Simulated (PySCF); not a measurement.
# YO(OH): a change of charge

Aim: at the relaxed geometry of YO(OH), try a change of charge. The species was built from a template and needn't be a known compound.

Program: PySCF 2.14.0. Level of theory: PBE0, Y def2-SVP with ECP28, O def2-SVP, H def2-SVP; scalar-relativistic core potentials, no spin–orbit coupling. These are calculated values, not measurements.

1 further run of the same task is left out (for a known fault of the program).

### 1 The system as given

4 atoms, charge 0, spin multiplicity 1.

Bond lengths: Y1–O2 1.824 Å, Y1–O3 2.046 Å, O3–H4 0.959 Å. Angles: O2–Y1–O3 115.0°, Y1–O3–H4 140.4°.

Geometry (Å):

```
Y     0.0163   -0.0465   -0.4739
O     1.3195    0.0311    0.7993
O    -1.8984    0.0251    0.2450
H    -2.3749    0.0779    1.0756
```

Formal oxidation states: Y +3. An earlier session relaxed this geometry at PBE0, Y def2-SVP with ECP28, O def2-SVP, H def2-SVP (singlet, point group Cs).

Its energy there is -189.145222 Eh.

### 2 One electron removed, multiplicity 2

Contents of run.py (the lines that set the calculation):

```python
mol = gto.M(atom='''
Y      0.01626    -0.04646    -0.47394
O      1.31954     0.03111     0.79933
O     -1.89842     0.02510     0.24498
H     -2.37493     0.07786     1.07560''',
    basis={'Y': 'def2-SVP', 'O': 'def2-SVP', 'H': 'def2-SVP'},
    ecp={'Y': 'def2-SVP'},
    charge=1, spin=1)
mf = dft.UKS(mol, xc='PBE0')
mf.grids.atom_grid = (50, 194)
mf = mf.density_fit()  # fitting sets: Y def2-universal-JKFIT, O def2-universal-JKFIT, H def2-universal-JKFIT
mf.conv_tol = 1e-08; mf.max_cycle = 55
mf.kernel(dm0)  # dm0: the density of the relaxed state
```

On the command line:

```
$ OMP_NUM_THREADS=2 python run.py
```

The program printed:

```text
init E= -189.156352366163
  HOMO = -0.227760732387  LUMO = -0.216779031609  gap/eV = 0.29883
cycle= 1 E= -188.728052002253  delta_E= 0.428  |g|= 0.456  |ddm|= 0.83
  HOMO = -0.493358058451  LUMO = -0.486927366813  gap/eV = 0.17499
cycle= 2 E= -187.982879690858  delta_E= 0.745  |g|=  1.3  |ddm|= 1.25
  HOMO = -0.557667603238  LUMO = -0.446108167384  gap/eV = 3.03569
cycle= 3 E= -188.786579335391  delta_E= -0.804  |g|= 0.337  |ddm|= 1.12
  HOMO = -0.494682290775  LUMO = -0.416717884687  gap/eV = 2.12152
cycle= 4 E= -188.831686472843  delta_E= -0.0451  |g|= 0.0714  |ddm|= 0.249
  HOMO = -0.501080922543  LUMO = -0.395664806535  gap/eV = 2.86852
cycle= 5 E= -188.833855813051  delta_E= -0.00217  |g|= 0.0391  |ddm|= 0.103
  HOMO = -0.503102693196  LUMO = -0.394359485474  gap/eV = 2.95905
cycle= 6 E= -188.834667235283  delta_E= -0.000811  |g|= 0.0134  |ddm|= 0.0409
  HOMO = -0.505104257217  LUMO = -0.393610621989  gap/eV = 3.03390
cycle= 7 E= -188.834812099191  delta_E= -0.000145  |g|= 0.00786  |ddm|= 0.0258
  HOMO = -0.505277166579  LUMO = -0.393604432559  gap/eV = 3.03877
cycle= 8 E= -188.834863067266  delta_E= -5.1e-05  |g|= 0.00266  |ddm|= 0.0145
  HOMO = -0.50570750128  LUMO = -0.393708100635  gap/eV = 3.04766
cycle= 9 E= -188.834873500496  delta_E= -1.04e-05  |g|= 0.000515  |ddm|= 0.00954
  HOMO = -0.505840612486  LUMO = -0.393729881483  gap/eV = 3.05069
cycle= 10 E= -188.834874591276  delta_E= -1.09e-06  |g|= 0.000358  |ddm|= 0.00202
  HOMO = -0.505877305838  LUMO = -0.393729329486  gap/eV = 3.05170
cycle= 11 E= -188.83487563393  delta_E= -1.04e-06  |g|= 0.000319  |ddm|= 0.00219
  HOMO = -0.505872234981  LUMO = -0.393727651518  gap/eV = 3.05161
cycle= 12 E= -188.834876964336  delta_E= -1.33e-06  |g|= 0.000278  |ddm|= 0.00308
  HOMO = -0.505851967802  LUMO = -0.393701374293  gap/eV = 3.05177
cycle= 13 E= -188.834880593362  delta_E= -3.63e-06  |g|= 0.000186  |ddm|= 0.0113
  HOMO = -0.505820593853  LUMO = -0.393665899775  gap/eV = 3.05188
cycle= 14 E= -188.834882314513  delta_E= -1.72e-06  |g|= 4.97e-05  |ddm|= 0.013
  HOMO = -0.505822465505  LUMO = -0.393702155826  gap/eV = 3.05095
cycle= 15 E= -188.834882343348  delta_E= -2.88e-08  |g|= 2.41e-05  |ddm|= 0.00131
  HOMO = -0.505821645073  LUMO = -0.393702020714  gap/eV = 3.05093
cycle= 16 E= -188.834882346897  delta_E= -3.55e-09  |g|= 7.48e-06  |ddm|= 0.000518
  HOMO = -0.505824128505  LUMO = -0.393700520784  gap/eV = 3.05104
Extra cycle  E= -188.834882346883  delta_E= 1.39e-11  |g|= 1.26e-05  |ddm|= 1.79e-05
converged SCF energy = -188.834882346883  <S^2> = 0.7569324  2S+1 = 2.0069204
```

Run time: 1 s. Hardware: 2 threads of Arm Neoverse V1, shared host.

Read off: E = -188.834882 Eh (+8.445 eV from the relaxed state), HOMO -13.76 eV, LUMO -10.71 eV (over both spins), ⟨S²⟩ = 0.757, Mulliken charge on Y1 +1.30 e. 

### 3 One electron added, multiplicity 2

Edit run.py (the lines that set the calculation) of step 2 so:

```diff
@@ -7,3 +7,3 @@
     ecp={'Y': 'def2-SVP'},
-    charge=1, spin=1)
+    charge=-1, spin=1)
 mf = dft.UKS(mol, xc='PBE0')
```

On the command line:

```
$ OMP_NUM_THREADS=2 python run.py
```

The program printed:

```text
init E= -189.154870008428
  HOMO = -0.0765211205217  LUMO = -0.0739990753683  gap/eV = 0.06863
cycle= 1 E= -189.16133954654  delta_E= -0.00647  |g|= 0.112  |ddm|= 0.979
  HOMO = 0.0428810553002  LUMO = 0.110951801996  gap/eV = 1.85230
cycle= 2 E= -189.164942490097  delta_E= -0.0036  |g|= 0.142  |ddm|= 0.792
  HOMO = 0.0270288791686  LUMO = 0.0956158372456  gap/eV = 1.86635
cycle= 3 E= -189.173192729065  delta_E= -0.00825  |g|= 0.0848  |ddm|= 0.211
  HOMO = 0.0223045883425  LUMO = 0.0904323313656  gap/eV = 1.85385
cycle= 4 E= -189.176164794251  delta_E= -0.00297  |g|= 0.00991  |ddm|= 0.0693
  HOMO = 0.0199057713132  LUMO = 0.0877418297995  gap/eV = 1.84591
cycle= 5 E= -189.176210864563  delta_E= -4.61e-05  |g|= 0.00994  |ddm|= 0.0327
  HOMO = 0.0195420585269  LUMO = 0.0873451234867  gap/eV = 1.84502
cycle= 6 E= -189.176255934613  delta_E= -4.51e-05  |g|= 0.00175  |ddm|= 0.0115
  HOMO = 0.0195080319971  LUMO = 0.0872625395692  gap/eV = 1.84369
cycle= 7 E= -189.176262423811  delta_E= -6.49e-06  |g|= 0.000628  |ddm|= 0.0112
  HOMO = 0.0195353447136  LUMO = 0.0873176731556  gap/eV = 1.84445
cycle= 8 E= -189.176263157832  delta_E= -7.34e-07  |g|= 0.000237  |ddm|= 0.00226
  HOMO = 0.0195428508475  LUMO = 0.0873446781165  gap/eV = 1.84498
cycle= 9 E= -189.176263270259  delta_E= -1.12e-07  |g|= 0.000107  |ddm|= 0.00101
  HOMO = 0.0195467989259  LUMO = 0.0873623534701  gap/eV = 1.84536
cycle= 10 E= -189.176263288707  delta_E= -1.84e-08  |g|= 2.41e-05  |ddm|= 0.000567
  HOMO = 0.0195459009828  LUMO = 0.0873648739455  gap/eV = 1.84545
cycle= 11 E= -189.176263290524  delta_E= -1.82e-09  |g|= 7.54e-06  |ddm|= 0.000195
  HOMO = 0.0195454482455  LUMO = 0.0873642806986  gap/eV = 1.84544
Extra cycle  E= -189.176263290574  delta_E= -4.96e-11  |g|= 9.97e-06  |ddm|= 2.58e-05
converged SCF energy = -189.176263290574  <S^2> = 0.75087776  2S+1 = 2.0008776
```

Run time: 0.8 s. Hardware: 2 threads of Arm Neoverse V1, shared host.

Result: E = -189.176263 Eh (-0.845 eV from the relaxed state), HOMO 0.53 eV, LUMO 2.38 eV (over both spins), ⟨S²⟩ = 0.751, Mulliken charge on Y1 -0.17 e. The highest filled level lies above zero; it isn't the detachment energy.

### 4 The states side by side

| state | energy from the relaxed state (eV) | ⟨S²⟩ | time |
| --- | --- | --- | --- |
| charge 0, singlet, vacuum (relaxed) | 0 | 0.00 |  |
| charge -1, doublet, vacuum | -0.84 | 0.75 | 0.8 s |
| charge +1, doublet, vacuum | 8.44 | 0.76 | 1 s |

An electron taken off or put on is at rest in vacuum. 

Removing an electron vertically costs 8.44 eV (doublet), against −HOMO = 6.26 eV. Adding an electron vertically releases 0.84 eV (doublet). The bases are small and lack diffuse functions. Spin–orbit coupling is left out.
